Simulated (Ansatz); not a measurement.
# H2Pb12O in Ansatz: reference runs

Aim: a first look at H2Pb12O with PBE, on the cell as given.

Everything below comes from runs of Ansatz 0.2.0. Logs are shortened: lines on timing, memory, paths and dates and some standing lists are left out, and cuts for length are marked.

### 1 The cell of the first run

The cell holds a slab with vacuum, 15 atoms: a = 6.986 Å, b = 6.986 Å, c = 25.270 Å, α = 90.00°, β = 90.00°, γ = 120.00°.

### 2 Single point, PBE

The input, input.yaml:

```yaml
crystal:
  lattice:
    - [6.9856493127, 0.0, 0.0]
    - [-3.4928246563, 6.0497497667, 0.0]
    - [0.0, 0.0, 25.2698587794]
  atoms:
    - { symbol: Pb, position: [0.3333333333, 0.1666666667, 0.3165826952] }
    - { symbol: Pb, position: [0.3333333333, 0.6666666667, 0.3165826952] }
    - { symbol: Pb, position: [0.8333333333, 0.1666666667, 0.3165826952] }
    - { symbol: Pb, position: [0.8333333333, 0.6666666667, 0.3165826952] }
    - { symbol: Pb, position: [0.6666666667, 0.3333333333, 0.4294396532] }
    - { symbol: Pb, position: [0.6666666667, 0.8333333333, 0.4294396532] }
    - { symbol: Pb, position: [0.1666666667, 0.3333333333, 0.4294396532] }
    - { symbol: Pb, position: [0.1666666667, 0.8333333333, 0.4294396532] }
    - { symbol: Pb, position: [0.0, 0.5, 0.5422966111] }
    - { symbol: Pb, position: [0.0, 0.0, 0.5422966111] }
    - { symbol: Pb, position: [0.5, 0.5, 0.5422966111] }
    - { symbol: Pb, position: [0.5, 0.0, 0.5422966111] }
    - { symbol: O, position: [0.1589273915, 0.242950788, 0.6326413978] }
    - { symbol: H, position: [0.1666666667, 0.3333333333, 0.6016558665] }
    - { symbol: H, position: [0.1666666667, 0.3333333333, 0.6636308863] }
hamiltonian:
  xc: pbe
  pseudopotentials: { kind: paw }
kpoints:
  mp_grid: { grid: [5, 5, 1] }
scf:
  occupations: { method: fermi_dirac, width: 0.05 }
output:
  forces: true
  eigenvalues: true
efield:
  axis: 3
  dipole_correction: true
  ramp_width: 0.04
```

Potentials or basis: Ansatz PAW.

Run with:

```sh
ansatz run input.yaml --threads 4 --pin off --max-ram 11264MiB --backend cpu --events-out ev --progress --plain --runs-dir out
```

Log:

```text
Warning: RAYON_NUM_THREADS=4 ignored (pool sized by the plan → 4); use --threads N
Engine: ansatz 0.2.0, aarch64-unknown-linux-gnu
Pseudopotentials: kind: paw
Pseudopotential: Pb, paw, valence charge 14, recommended cutoff 420 eV (normal), Pb.paw.azcp
Pseudopotential: O, paw, valence charge 6, recommended cutoff 420 eV (normal), O.paw.azcp
Pseudopotential: H, paw, valence charge 1, recommended cutoff 420 eV (normal), H.paw.azcp
Functional definition: PBE
  parameter kappa = 0.804
  parameter beta = 0.06672455060314922
  exchange = pbe_x(kappa = kappa, mu = beta*pi^2/3)
  correlation = pbe_c(beta = beta)
Crystal: 15 atoms, lattice volume = 1067.940 Å³
Basis set: ecut = 420 eV, 20863 PW (Γ), exchange–correlation on 96×96×360 points (8 copies of the dense FFT grid, shifted against one another)
Bands: 106, of which v1, the nominal top of the filled ones, is band 88 counted from 1 (87 counted from 0)
Symmetry: 1 space group operations
Space group: P1 (ITA 1), of the structure as read, at distance tolerance 1.0e-4 Å
k-points: 13 of 25 (time reversal used)
Non-local potential: Pb, projectors of the file, l = 0: 2, l = 1: 2, l = 2: 2, l = 3: 2
Non-local potential: O, projectors of the file, l = 0: 2, l = 1: 2, l = 2: 1
Non-local potential: H, projectors of the file, l = 0: 2, l = 1: 1
PAW form: soft (Blöchl's): semilocal exchange-correlation on the pseudo side does not see the compensation charge
PAW one-centre angular grid: Pb, 590 points (default); XC on 64 Gauss nodes
PAW one-centre angular grid: O, 110 points (default); XC on 64 Gauss nodes
PAW one-centre angular grid: H, 110 points (default); XC on 64 Gauss nodes
Initial density: superposition of atomic densities (neutral atoms: chi_scale 0, normalization atom), corrected by the library's trained network
Initial wavefunctions: pseudopotential atomic-orbital guess
Functional: x = pbe(κ = 0.804, μ = 0.2195149727645171), c = pbe(β = 0.06672455060314922)
SCF iter   1: F=—  HF=-143473.981517 eV  |F-HF|=—  |Δ(HF+E_count)|=         —  Δρ=1.64e-3  dr2=2.72e-1  ethr=1.77e-3  p=0.047 e·Å  D=8.00e-3 V/Å  ΔV_dip=-0.20 eV  dr2_dipole=5.12e-2  V_vac-E_F(+/−)=3.61/3.81 eV  ⟨swp⟩=7.2  Hψ=6294  notcnv=0  defer=32
efield: sawtooth ramp at fractional position 0.9701 (placed from the atoms, in the widest stretch of the axis that holds none; the zero of the levels goes with the place), width 0.0400; the density the first Hamiltonian is built on has a dipole p = 0.047 e·Å; the dipole correction subtracts the counter field D = 8.00e-3 V/Å, which shifts the + side's vacuum level by -0.20 eV against the − side's; the planar-averaged density in the ramp window peaks in size at 2.0e-5 e/Å³
preconditioner: auto → LDOS  [metal: Δε(μ)=0.021 eV  Ē_g=15.513 eV  σ=0.050 eV  W_gap=0.10  n_scr=136 (ndim 8)  ℏωp=15.1 eV  f_vac=0.589  D(μ)=16.68/eV (n_scr^D=78)  β→1.0]
SCF iter   2: F=—  HF=-143473.965580 eV  |F-HF|=—  |Δ(HF+E_count)|=   1.59e-2  Δρ=8.14e-4  dr2=5.52e-2  ethr=1.55e-4  p=0.100 e·Å  D=1.70e-2 V/Å  ΔV_dip=-0.43 eV  dr2_dipole=1.70e-2  V_vac-E_F(+/−)=3.44/3.87 eV  ⟨swp⟩=2.2  Hψ=1918  notcnv=0  defer=87
SCF iter   3: F=—  HF=-143473.966279 eV  |F-HF|=—  |Δ(HF+E_count)|=   6.98e-4  Δρ=7.52e-4  dr2=2.32e-2  ethr=3.14e-5  p=0.111 e·Å  D=1.89e-2 V/Å  ΔV_dip=-0.48 eV  dr2_dipole=4.04e-3  V_vac-E_F(+/−)=3.43/3.91 eV  ⟨swp⟩=2.0  Hψ=2551  notcnv=0  defer=87
[... 11 lines left out ...]
Internal energy: -143473.831554 eV  (E = F + TS)
E sigma→0 (E₀):  -143473.897551 eV
Entropy (-TS):   -0.131993 eV (-8.800 meV/atom)
Fermi energy:    1.410197 eV
Dipole field:    D = 0.018854 V/Å  (p = 0.111273 e·Å, saw-weighted, corrected)
Work function:   Φ+ = 3.4467 eV   Φ− = 3.9232 eV
Levels:          The Fermi level and band energies are counted from a zero that moves with the ramp; work functions are not
--- Per-component energies (eV) ---
  E_band       = -2097.164096
  E_kinetic    = 3665.459698
  E_local      = -131590.840518  (includes V_loc(G=0)·N_el)
  E_nonlocal   = 4245.921145
  E_hartree    = 63666.451749
  E_xc         = -2736.666142
  E_vxc        = -1701.057504  (∫ρ·V_xc dr)
  E_paw        = -125025.883619  (= ΣΔE_a)
  E_vpaw       = -4053.877217  (= ΣTr[D̂ρ^β])
  E_aug_tail   = 0.000590  (compensation charges beyond the density's cutoff)
  E_efield     = 0.001049  (sawtooth field / dipole correction)
  E_vefield    = 4.314735  (∫n·V_field dr)
  E_ewald      = 44301.724493
  E_smearing   = -0.131993  (= −TS)
  E_closure    = 0.000000  (closes the sum)
  Σ components = -143473.963548   (vs F -143473.963548, Δ=0.00e0)
--- Forces (eV/Å), atoms counted from 1 ---
  atom   1  Pb    -0.00994927     0.01570503     0.07342145
  atom   2  Pb    -0.00527810    -0.01078319     0.08060263
  atom   3  Pb     0.00287417     0.01460051     0.08589909
  atom   4  Pb     0.00761662    -0.01859206     0.08866256
  atom   5  Pb    -0.00801913    -0.00003747    -0.02257033
  atom   6  Pb     0.00841295     0.00194245    -0.07013862
  atom   7  Pb     0.00432302    -0.00906912    -0.04888593
  atom   8  Pb    -0.00662595     0.00822402    -0.04477123
  atom   9  Pb    -0.25445291     0.20974255    -0.34473618
  atom  10  Pb    -0.06554111    -0.60165495    -0.53818226
  atom  11  Pb     0.30057843     0.26905785    -0.37797480
  atom  12  Pb     0.02755769    -0.05285543    -0.08441247
  atom  13  O     -0.02553680     0.34990971     1.17593994
  atom  14  H     -0.10143902     0.22879436     0.51425665
  atom  15  H      0.12547136    -0.40497146    -0.48715079
  max |Σ_I F_I| component: 4.03e-5 eV/Å
--- Band table (eV; the first three rows and the last of 13) ---
  k-point 0: bands = ["-20.4925", "-15.7604", "-15.7493", "-15.7409", "-15.7080", "-15.6983", "-15.6955", "-15.6864", "-15.6715", "-15.6585", "-15.6342", "-15.6276", "-15.6129", "-15.6088", "-15.6051", "-15.5992", "-15.5847", "-15.5832", "-15.5749", "-15.5634", "-15.5580", "-15.5450", "-15.5416", "-15.5361", "-15.5184", "-15.5176", "-15.5073", "-15.5003", "-15.4995", "-15.4955", "-15.4924", "-15.4857", "-15.4848", "-15.4707", "-15.4650", "-15.4452", "-15.4353", "-15.4344", "-15.4108", "-15.4029", "-15.4022", "-15.3738", "-15.3520", "-15.3406", "-15.3402", "-15.3327", "-15.3313", "-15.3251", "-15.3214", "-15.3129", "-15.2835", "-15.2787", "-15.2751", "-15.2624", "-15.2587", "-15.2406", "-15.2370", "-15.2305", "-15.1823", "-15.1778", "-15.1750", "-9.9189", "-9.1289", "-8.3412", "-7.2282", "-6.4893", "-6.4371", "-6.4087", "-6.1768", "-6.0784", "-6.0238", "-5.5463", "-5.4522", "-5.4132", "-4.7097", "-2.7941", "-2.1666", "-2.1589", "-2.1536", "-1.6184", "-1.1383", "-1.1131", "-1.0961", "-1.0736", "-1.0528", "-1.0249", "0.9691", "2.5651", "2.6222", "2.6380", "2.6640", "2.7087", "2.8359", "3.6442", "4.0110", "4.0225", "4.0336", "4.5029", "4.8885", "4.9537", "5.0000", "5.0634", "5.0906", "5.1231", "5.3274", "5.4095"]
  k-point 1: bands = ["-20.4925", "-15.7361", "-15.7355", "-15.7242", "-15.6981", "-15.6814", "-15.6721", "-15.6677", "-15.6611", "-15.6444", "-15.6240", "-15.6200", "-15.6075", "-15.6046", "-15.5954", "-15.5867", "-15.5825", "-15.5745", "-15.5654", "-15.5611", "-15.5545", "-15.5387", "-15.5349", "-15.5285", "-15.5202", "-15.5125", "-15.5037", "-15.5015", "-15.4984", "-15.4891", "-15.4867", "-15.4846", "-15.4794", "-15.4735", "-15.4603", "-15.4479", "-15.4449", "-15.4359", "-15.4259", "-15.4061", "-15.3948", "-15.3872", "-15.3724", "-15.3642", "-15.3565", "-15.3530", "-15.3477", "-15.3405", "-15.3265", "-15.3140", "-15.2922", "-15.2830", "-15.2763", "-15.2721", "-15.2618", "-15.2583", "-15.2466", "-15.2416", "-15.2032", "-15.1957", "-15.1953", "-9.7551", "-9.0235", "-8.2911", "-7.2784", "-7.1026", "-6.6342", "-6.6105", "-6.5131", "-6.0745", "-6.0348", "-5.6064", "-5.3997", "-5.3837", "-4.7505", "-2.7793", "-1.8300", "-1.8210", "-1.4610", "-1.4198", "-1.0583", "-1.0026", "-0.7712", "-0.4882", "-0.4700", "0.1484", "1.1136", "1.5401", "2.0825", "2.0992", "2.9166", "2.9457", "3.2248", "3.3401", "3.3910", "3.7521", "3.8090", "3.8339", "4.2342", "4.6314", "5.0255", "5.1388", "5.1798", "5.3029", "5.3673", "5.4223"]
  k-point 2: bands = ["-20.4924", "-15.7214", "-15.6895", "-15.6813", "-15.6756", "-15.6627", "-15.6454", "-15.6363", "-15.6297", "-15.6122", "-15.6061", "-15.5949", "-15.5907", "-15.5846", "-15.5761", "-15.5738", "-15.5641", "-15.5600", "-15.5554", "-15.5497", "-15.5383", "-15.5314", "-15.5294", "-15.5196", "-15.5183", "-15.5109", "-15.5093", "-15.5038", "-15.5021", "-15.4918", "-15.4875", "-15.4840", "-15.4800", "-15.4780", "-15.4710", "-15.4521", "-15.4502", "-15.4352", "-15.4257", "-15.4190", "-15.4148", "-15.4119", "-15.4049", "-15.3927", "-15.3801", "-15.3729", "-15.3379", "-15.3371", "-15.3299", "-15.3165", "-15.3140", "-15.3093", "-15.3006", "-15.2978", "-15.2926", "-15.2874", "-15.2756", "-15.2664", "-15.2568", "-15.2108", "-15.2094", "-9.2934", "-8.8326", "-8.3263", "-8.0101", "-7.3587", "-6.8426", "-6.8293", "-6.7097", "-6.1587", "-6.1476", "-6.0523", "-5.3438", "-5.3296", "-4.8243", "-2.7635", "-0.9657", "-0.9578", "-0.8774", "-0.4013", "-0.3634", "-0.1250", "0.1254", "0.1435", "0.3002", "1.1859", "1.2088", "1.3333", "1.4507", "2.1497", "2.3639", "2.3839", "2.4046", "2.4299", "2.9914", "3.0325", "3.2797", "3.3098", "3.6461", "3.9743", "4.0129", "4.3937", "4.8371", "4.9273", "5.1261", "5.2558"]
  k-point 12: bands = ["-20.4925", "-15.7269", "-15.7107", "-15.6936", "-15.6627", "-15.6578", "-15.6532", "-15.6470", "-15.6291", "-15.6143", "-15.6084", "-15.6027", "-15.5960", "-15.5920", "-15.5868", "-15.5823", "-15.5708", "-15.5674", "-15.5558", "-15.5527", "-15.5470", "-15.5369", "-15.5258", "-15.5205", "-15.5176", "-15.5114", "-15.5074", "-15.5007", "-15.4979", "-15.4940", "-15.4861", "-15.4771", "-15.4751", "-15.4687", "-15.4614", "-15.4541", "-15.4501", "-15.4298", "-15.4232", "-15.4160", "-15.4142", "-15.4044", "-15.3984", "-15.3906", "-15.3890", "-15.3830", "-15.3463", "-15.3395", "-15.3272", "-15.3182", "-15.3060", "-15.3003", "-15.2971", "-15.2943", "-15.2846", "-15.2746", "-15.2630", "-15.2437", "-15.2369", "-15.2213", "-15.2202", "-9.4412", "-8.8731", "-8.1398", "-7.7186", "-7.6351", "-6.8941", "-6.8803", "-6.6883", "-6.1161", "-5.8790", "-5.7266", "-5.6627", "-5.3693", "-4.7021", "-2.7872", "-1.5617", "-1.0580", "-0.5905", "-0.5696", "-0.5604", "-0.5413", "-0.0662", "-0.0403", "0.7632", "0.8033", "1.1315", "1.3468", "1.4041", "1.4469", "1.8367", "2.6820", "3.0978", "3.2078", "3.3159", "3.5415", "3.5638", "3.7668", "3.9185", "4.1446", "4.1929", "4.2184", "4.5894", "4.9761", "5.1444", "5.2170"]
```

It took 33 s on 4 threads of Arm Neoverse V2, shared host; peak memory 2.7 GiB.

Results:

```yaml
Free_energy: -143473.9635 eV
Largest_force: 1.227 eV/Å
Band_gap_on_the_k_mesh: none (metal or under the smearing width)
Work_function_of_the_upper_face: 3.45 eV
Work_function_of_the_lower_face: 3.92 eV
Dipole_across_the_slab: 0.111 e·Å
```

Forces in eV/Å, atoms in the order of the input:
```
Pb  -0.010  0.016  0.073
Pb  -0.005 -0.011  0.081
Pb   0.003  0.015  0.086
Pb   0.008 -0.019  0.089
Pb  -0.008  0.000 -0.023
Pb   0.008  0.002 -0.070
Pb   0.004 -0.009 -0.049
Pb  -0.007  0.008 -0.045
Pb  -0.254  0.210 -0.345
Pb  -0.066 -0.602 -0.538
Pb   0.301  0.269 -0.378
Pb   0.028 -0.053 -0.084
O   -0.026  0.350  1.176
H   -0.101  0.229  0.514
H    0.125 -0.405 -0.487
```

Levels at points of the mesh, in eV from the Fermi level:
| k point | band 86 | band 87 | band 88 | band 89 | band 90 | band 91 |
| --- | --- | --- | --- | --- | --- | --- |
| (0.00, 0.00, 0.00) | -2.44 | -0.44 | 1.15 | 1.21 | 1.23 | 1.25 |

The run has no spin-orbit coupling, so splittings on Pb are missing.
